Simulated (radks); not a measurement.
# Ga⁴⁺ in [Ar] 3d9: an all-electron calculation

The task here is to estimate one member of a computed series from the others.

The numbers are computed with radks (a radial shooting solver on a logarithmic mesh, Libxc functionals) version 1 (scalar-relativistic Kohn-Sham, PBE, spin-polarised, spherical densities, point nucleus; open shells are filled with parallel spins first), except any that are marked as measured or tabulated.

**What is computed**

```
element       : gallium (Z = 31)
charge        : +4
electrons     : 27
configuration : [Ar] 3d9
```

Outer shells as boxes (Hund's rule):

Ga⁴⁺
```
[Ar] core
3d [↑↓][↑↓][↑↓][↑↓][↑ ]
```

The first run:

Settings of this run:

```text
Z 31
configuration [Ar] 3d9 4s0 4p0 4d0 4f0
relativity scalar-relativistic
functional pbe,pbe
spin polarised
nucleus point
c 137.035999084
```

Command:

```console
$ python run_ks.py task.json out
```

This one command runs every case of the session in turn.

One of the session's tables, all rows but one given; the rest of the session is left out.

It belongs to the step «Radial structure». Sizes of the orbitals, from the radial functions (bohr):

```
  level      <r>  outermost maximum (interpolated)  90 % within  nodes
1s down  0.04860                            0.0318       0.0869      0
  1s up  0.04860                            0.0318       0.0869      0
  2s up   0.2178                             0.182        0.337      1
2s down   0.2178                             0.182        0.337      1
  2p up   0.1908                             0.146        0.312      0
2p down   0.1907                             0.146        0.311      0
  3s up   0.6467                             0.563        0.966      2
3s down   0.6473                             0.563        0.967      2
  3p up   0.6698                             0.565         1.03      1
3p down   0.6708                             0.565         1.03      1
  3d up   0.7419                             0.525         1.24      0
3d down   0.7463                             0.526         1.25      0
  4s up    1.803                              1.62         2.61      3
4s down    1.811                              1.62         2.62      3
  4p up    2.036                              1.82         2.97      2
4p down        ?                                 ?            ?      ?
```

Q: Estimate the row for 4p down from the others.

As computed: <r>: 2.045; outermost maximum (interpolated): 1.83; 90 % within: 2.98; nodes: 2. In the column «<r>» it is the highest.

To keep in mind: Open shells are spherical and high-spin; term and fine-structure splittings are not resolved.
